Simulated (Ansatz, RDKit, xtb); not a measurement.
# Isomers of C4H4N2SSi, a sample narrowed down

Which of a sample of isomers of C4H4N2SSi is the most stable in the gas at 298.15 K, and what are its properties? The sample is small against all isomers, and the most stable one of this formula need not be in it.

Plan: many cheap relaxations first (GFN2-xTB), then density-functional screening, relaxation at r2SCAN-D4/def2-SVP, vibrations (at GFN2-xTB) and a final energy. The numbers are computed, not measured.

## (1) Drawing up candidates

Isomers were taken from a list of plausible structures; this is a sample, not all of them. That gives 6 candidates.

```
label              SMILES     spin
 c057  N#Cc1nc([SiH3])cs1  singlet
 c139  N#Cc1ncc([SiH3])s1  singlet
 c444    N#Cc1ncsc1[SiH3]  singlet
 c669  N#Cc1cnc([SiH3])s1  singlet
 c729  N#Cc1csc([SiH3])n1  singlet
 c839    N#Cc1scnc1[SiH3]  singlet
```

Candidates are built by distance geometry, with a force field where one applies, in up to four conformers (letters a to d).

**Question.** With final energies at CCSD(T)/def2-SVP + MP2/def2-TZVPP - MP2/def2-SVP, which structure will this search put lowest in free energy, and by what margin?

| quantity | value |
| --- | --- |
| lowest structure found | N#Cc1ncsc1[SiH3], singlet |
| next finalist | N#Cc1ncc([SiH3])s1, singlet, 1.6 kcal/mol higher in G |
| share at equilibrium, among the finalists | 85.8 % |

The lowest structure found is `N#Cc1ncsc1[SiH3]`. The margin, 1.6 kcal/mol, is modest. HF/STO-3G, r2SCAN-D4/def2-SVP, r2SCAN-D4/def2-SVP, relaxed, HF/def2-SVP and MP2/def2-SVP already put its bonding pattern lowest among the structures in one piece; GFN2-xTB favours the singlet N#Cc1scnc1[SiH3]. It still has an imaginary mode, so it is no strict minimum; a nearby shape lies a little lower. Lowest found is not proven lowest: the search is finite, and each finalist counts with one conformer. Only 6 drawn patterns were tried, so whole families of isomers are missing, and the result ranks this sample alone.
